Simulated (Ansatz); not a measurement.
**CH₃Ga+ (quartet): wave-function methods side by side, cc-pVDZ**

Aim: climb from Hartree-Fock through coupled cluster and multireference methods for CH₃Ga+ (quartet) at one geometry and basis, and see what each rung misses.

Method: cc-pVDZ, core rule «outside noble gas», up to 15 orbitals frozen; program: Ansatz 0.2.0, Gaussian basis.

The runs, in order: UHF; CCSD(T) on ROHF; CCSD(T) on UHF; BCCD(T) on ROHF; CISD; CCSDT(Q) on ROHF; CCSDT(Q) on UHF; CASSCF and MRCISD+Q, 9 electrons in 11 orbitals; CASSCF and NEVPT2, 9 electrons in 11 orbitals.

27 further runs of the same task are left out: 1 for a known fault of the program, 11 that didn't finish, 15 set aside as unsound or not needed.

## 1. What is computed

The geometry is a PBE0/def2-TZVP stationary point (not a proven minimum) of the parent state, kept for this charge and spin. No spin-orbit coupling is included. The filled d shell of Ga may be among the frozen orbitals whatever the setting's name suggests; the logs give the count.

5 atoms, charge 1, spin multiplicity 4.

Atoms are counted from 1 here; the program's logs count them from 0.

Bond lengths: C1–Ga2 1.956 Å, C1–H3 1.090 Å, C1–H4 1.087 Å, Ga2–H5 1.596 Å. Angles: Ga2–C1–H3 122.8°, Ga2–C1–H4 123.5°, H3–C1–H4 113.7°, C1–Ga2–H5 119.5°.

## 2. UHF

in.yaml reads:

```yaml
crystal:
  periodic: [false, false, false]
  atoms:
    - {symbol: C, position_ang: [0.000000, 0.082980, 1.625733]}
    - {symbol: Ga, position_ang: [0.000000, -0.036718, -0.326926]}
    - {symbol: H, position_ang: [0.000000, 1.033629, 2.158538]}
    - {symbol: H, position_ang: [0.000000, -0.785147, 2.279606]}
    - {symbol: H, position_ang: [0.000000, 1.302631, -1.195794]}
basis:
  gaussian: {orbitals: cc-pVDZ}
total_charge: 1
magnetization: {spin_polarized: true, initial_magnetization: 3}
hamiltonian: {xc: hf}
output: {orbitals: {seedname: orbitals}}
```

Command:

```console
ansatz run in.yaml --threads 1 --pin off --events-out ev --progress --plain --max-ram 2393MiB
```

Further steps of the session: CCSD(T) on ROHF; CCSD(T) on UHF; BCCD(T) on ROHF; CISD; CCSDT(Q) on ROHF; CCSDT(Q) on UHF; CASSCF and MRCISD+Q, 9 electrons in 11 orbitals; CASSCF and NEVPT2, 9 electrons in 11 orbitals.

Before running them: what should the planned runs give, taken together? Wanted: UCCSDT(Q) below the RHF energy; RMP2 from UCCSDT(Q); UMP2 from UCCSDT(Q); RCCSD from UCCSDT(Q); RCCSD(T) from UCCSDT(Q); UCCSD(T) from UCCSDT(Q); RCCSDT(Q) from UCCSDT(Q); NEVPT2 valence from UCCSDT(Q); MRCISD+Q valence from UCCSDT(Q).

The runs gave:

| quantity | value |
| --- | --- |
| UCCSDT(Q) below the RHF energy | -5.1985 eV |
| RMP2 from UCCSDT(Q) | +1202.0 meV |
| UMP2 from UCCSDT(Q) | +1070.7 meV |
| RCCSD from UCCSDT(Q) | +182.6 meV |
| RCCSD(T) from UCCSDT(Q) | +52.2 meV |
| UCCSD(T) from UCCSDT(Q) | +34.3 meV |
| RCCSDT(Q) from UCCSDT(Q) | +17.7 meV |
| NEVPT2 valence from UCCSDT(Q) | +674.6 meV |
| MRCISD+Q valence from UCCSDT(Q) | +35.1 meV |
| levels within 1 kcal/mol (43 meV) | UCCSD(T), RCCSDT, UCCSDT, RCCSDT(Q), MRCISD+Q valence |
| T1 diagnostic | 0.062 |
| effectively unpaired electrons | 3.03 |

**Reading.** RCCSD(T) misses by +52.2 meV, 1.0 % of the correlation energy. The occupations are near whole numbers, but T1 = 0.062 shows that the orbitals relax strongly. Of the multireference levels listed MRCISD+Q valence comes nearest in total energy (+35.1 meV), which doesn't show that its space is the better one. These misses are within one basis, not against nature; the frozen cores of restricted and unrestricted runs differ, which can shift their rows.
